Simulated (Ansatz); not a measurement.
Write a Python script for Ansatz's Python interface that makes an active-space calculation of BBrH₄Si, SMILES [SiH3]BBr. Use: SC-NEVPT2, def2-SVP basis, multiplicity 1.

```xyz
7

Si   -0.6260    0.4291   -0.2268
B     0.8178   -0.5162    0.5007
Br    1.7652   -1.8394   -0.6438
H    -1.6442   -0.4587   -0.6692
H    -0.2153    1.2499   -1.4137
H    -1.2180    1.3952    0.7834
H     1.1817   -0.3280    1.6236
```

The script, `bbrh4si_cas.py`:
```python
"""Active-space calculation on BBrH4Si."""

import ansatz as az

molecule = (
    az.Crystal.molecule()
    .atom("Si", (-0.626, 0.4291, -0.2268))
    .atom("B", (0.8178, -0.5162, 0.5007))
    .atom("Br", (1.7652, -1.8394, -0.6438))
    .atom("H", (-1.6442, -0.4587, -0.6692))
    .atom("H", (-0.2153, 1.2499, -1.4137))
    .atom("H", (-1.218, 1.3952, 0.7834))
    .atom("H", (1.1817, -0.328, 1.6236))
)

job = (
    molecule.calculation()
    .basis(gaussian="def2-SVP")
    .correlation(active_electrons=2, active_orbitals=3)
)
for method in ["sc_nevpt2"]:
    data = (job if method is None else job.correlation(method)).run().report
    space = data["configurations"]
    state = space["states"][0]
    print(method or "casscf", f"total {data['free_energy_ev'] / 27.211386246:.6f} Ha, active-space state {state['energy']['hartree']:.6f} Ha, mean field {data['reference_energy_ev'] / 27.211386246:.6f} Ha")
    print("  determinants", state["n_determinants"], " natural occupations", [round(n, 3) for n in space["natural_occupations"]])
```

```console
$ python bbrh4si_cas.py
RunWarning: the results are in doubt because another end's mean lies 0.065 eV lower, and its corrected mean 0.108 eV higher
sc_nevpt2 total -2888.345482 Ha, active-space state -2887.944110 Ha, mean field -2887.929366 Ha
  determinants 9  natural occupations [1.975, 0.021, 0.004]
```
(Warnings from the package without file and line.)

Reading the output:
- Total energies depend on the basis set; only differences at equal settings carry meaning.
- The geometry is a force-field or estimated start, not a minimum of this method, and the basis set is short of its limit. The active space starts as a window about the frontier orbitals and is then optimised, not chosen by chemistry.
- A lower CASSCF solution was found and passed over, so the printed active-space state isn't the lowest.
- Finished in 13 s on 1 thread of Arm Neoverse V1, with other jobs on the host, peak memory 0.27 GiB.

(Lines on the test bed's own set-up are left out of the output.)
